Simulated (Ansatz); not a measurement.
**Si2Mo: a single-point run**

The task is a single point on Si2Mo that gives the gradients at the nuclei.

Computed with Ansatz 0.2.0 (DFT, PBE, plane-wave PAW, default files, scalar-relativistic, unless a step's input says otherwise).

1 further run of the same task is left out (it didn't finish).

### 1 Starting point

It takes space group I4/mmm (No. 139, tetragonal). The conventional cell has a = 3.200 Å, b = 3.200 Å, c = 7.861 Å, α = 90.00°, β = 90.00°, γ = 90.00°. Si (site symmetry 4mm) has 5 Si at 2.61 to 2.63 Å and 5 Mo at 2.62 Å as nearest neighbours. Mo (site symmetry 4/mmm) is surrounded by 10 Si at 2.62 Å.

Coordinates:

```cif
data_structure
_symmetry_space_group_name_H-M 'P 1'
_symmetry_Int_Tables_number 1
_cell_length_a 4.5353
_cell_length_b 4.5353
_cell_length_c 4.5353
_cell_angle_alpha 138.684
_cell_angle_beta 138.684
_cell_angle_gamma 59.857
_cell_volume 40.25
loop_
_atom_site_label
_atom_site_type_symbol
_atom_site_fract_x
_atom_site_fract_y
_atom_site_fract_z
_atom_site_occupancy
Si1 Si 0.33300 0.33300 0.00000 1
Si2 Si 0.66700 0.66700 0.00000 1
Mo1 Mo 0.00000 0.00000 0.00000 1
```

### 2 The calculation

File input.yaml:

```yaml
crystal:
  lattice:
    - [-1.6, 1.6, 3.9305]
    - [1.6, -1.6, 3.9305]
    - [1.6, 1.6, -3.9305]
  atoms:
    - { symbol: Si, position: [0.333, 0.333, 0.0] }
    - { symbol: Si, position: [0.667, 0.667, 0.0] }
    - { symbol: Mo, position: [0.0, 0.0, 0.0] }
kpoints:
  mp_grid: { grid: [20, 20, 20] }
scf:
  occupations: { method: fermi_dirac, width: 2.0 }
  max_iter: 50
hamiltonian:
  xc: pbe
  pseudopotentials: { kind: paw }
output:
  forces: true
  stress: true
  populations: true
  efg: { quadrupole_moments_barn: { Mo: -0.022 }, contact_densities: true }
```

Launch:

```sh
> ansatz run input.yaml --threads 1 --pin off --max-ram 3072MiB --backend cpu --events-out ev --progress --plain --runs-dir out
```

**Question.** How will this run end, and is anything wrong with its input?

This run ends as converged, with warnings (gradients without spin orbit). It gives a pressure of 47 GPa, which is large; a structure far from rest gives such values too, whatever the setting.

The suspect setting: scf.occupations.width is 2.0. A smearing of this width stands for electrons at many thousands of kelvin; it empties bonding states and fills antibonding ones. A Fermi-Dirac width of 2 eV is an electron temperature of 23200 K.

The test: set scf.occupations.width to 0.02.
